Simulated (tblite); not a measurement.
# SrO (SMILES [O][Sr]) at GFN1-xTB

Wanted: a geometry optimisation of SrO. 

The results are computed with tblite 0.8.0.

6 further runs of the same task are left out: 6 set aside as unsound or not needed.

**1. The molecule**

The species is SrO (2 atoms), meant as a singlet with charge 0. As SMILES, `[O][Sr]`. Geometry: relaxed at PBE0-D4/def2-TZVP. The run starts from this shape.

Bond lengths: O1–Sr2 1.912 Å.

**2. A structure relaxation at GFN1-xTB**

input.xyz reads:

```xyz
2
start geometry
O      0.000000     0.000000     0.045510
Sr     0.000000     0.000000     1.957660
```

xtb_job.py reads:

```python
import json
import numpy as np
from tblite.interface import Calculator
from tblite.interface import symbols_to_numbers
from scipy.optimize import minimize

symbols = list(map(str, np.loadtxt("input.xyz", skiprows=2, usecols=0, dtype=str, ndmin=1)))
numbers = np.array(symbols_to_numbers(symbols))
positions = np.loadtxt("input.xyz", skiprows=2, usecols=(1, 2, 3), ndmin=2) / 0.5291772

calc = Calculator("GFN1-xTB", numbers, positions, charge=0, uhf=0)
calc.set("verbosity", 0)
calc.set("accuracy", 0.01)
last, frames, energies, grads = [None], [], [], []

def fun(x):
    calc.update(x.reshape(-1, 3))
    last[0] = calc.singlepoint(last[0])
    return float(last[0].get('energy')), last[0].get('gradient').ravel()

def show(x):
    e, g = fun(x)
    frames.append(x.reshape(-1, 3).tolist())
    energies.append(e)
    grads.append(g.reshape(-1, 3).tolist())
    print(f"{len(energies) - 1:4d} {e:16.9f} {np.abs(g).max():12.3e} {np.linalg.norm(g):12.3e}")

print("step      energy/Eh       max grad     grad norm")
show(positions.ravel())
opt = minimize(fun, positions.ravel(), jac=True, method="BFGS", callback=show, options={"gtol": 3e-05, "maxiter": 500})
print("converged:", opt.success, "-", opt.message)
fun(opt.x)
sp = last[0]
final = opt.x.reshape(-1, 3)
print("final geometry (angstrom)")
for s, p in zip(symbols, final * 0.529177210903):
    print(f"{s:<2} {p[0]:12.6f} {p[1]:12.6f} {p[2]:12.6f}")
print(f"E(total): {sp.get('energy') * 27.211386:.8f} eV")
eps = np.atleast_2d(sp.get("orbital-energies")) * 27.211386
occ = np.atleast_2d(sp.get("orbital-occupations"))
filled = occ.sum(axis=0) if eps.shape[0] == 1 else occ[0]
homo = np.nonzero(filled > 0.5)[0].max()
print(f"HOMO {eps[0, homo]:.4f} eV")
if homo + 1 < eps.shape[1]:
    print(f"LUMO {eps[0, homo + 1]:.4f} eV, gap {eps[0, homo + 1] - eps[0, homo]:.4f} eV")
mu = sp.get("dipole") * 2.541746
print(f"dipole: {np.linalg.norm(mu):.4f} D, components " + " ".join(f"{c:.4f}" for c in mu))
q = sp.get("charges")
print("Charges:", " ".join(f"{s}{i + 1}={c:+.4f}" for i, (s, c) in enumerate(zip(symbols, q))))
out = {k: np.asarray(sp.get(k)).tolist() for k in ("energy", "gradient", "charges", "dipole", "orbital-energies", "orbital-occupations")}
out.update(symbols=symbols, positions=(positions * 0.529177210903).tolist(), final=final.tolist(), frames=frames, step_energies=energies, grads=grads, success=bool(opt.success))
json.dump(out, open("results.json", "w"))
```

Started as:

```sh
python xtb_job.py
```

What values should one expect? Wanted: total energy at the end; dipole moment; HOMO energy; LUMO energy; HOMO–LUMO gap; bond length.

**Answer.** As computed:

At GFN1-xTB:

| quantity | value |
| --- | --- |
| total energy at the end | -5.20908 Eh |
| dipole moment | 11.68 D |
| HOMO energy | -9.58 eV |
| LUMO energy | -7.31 eV |
| HOMO–LUMO gap | 2.27 eV |
| bond length | 1.986 Å |

What this shows: At the final geometry: Bond lengths: O1–Sr2 1.986 Å. The optimisation took 4 steps and changed the energy by -0.057 eV.
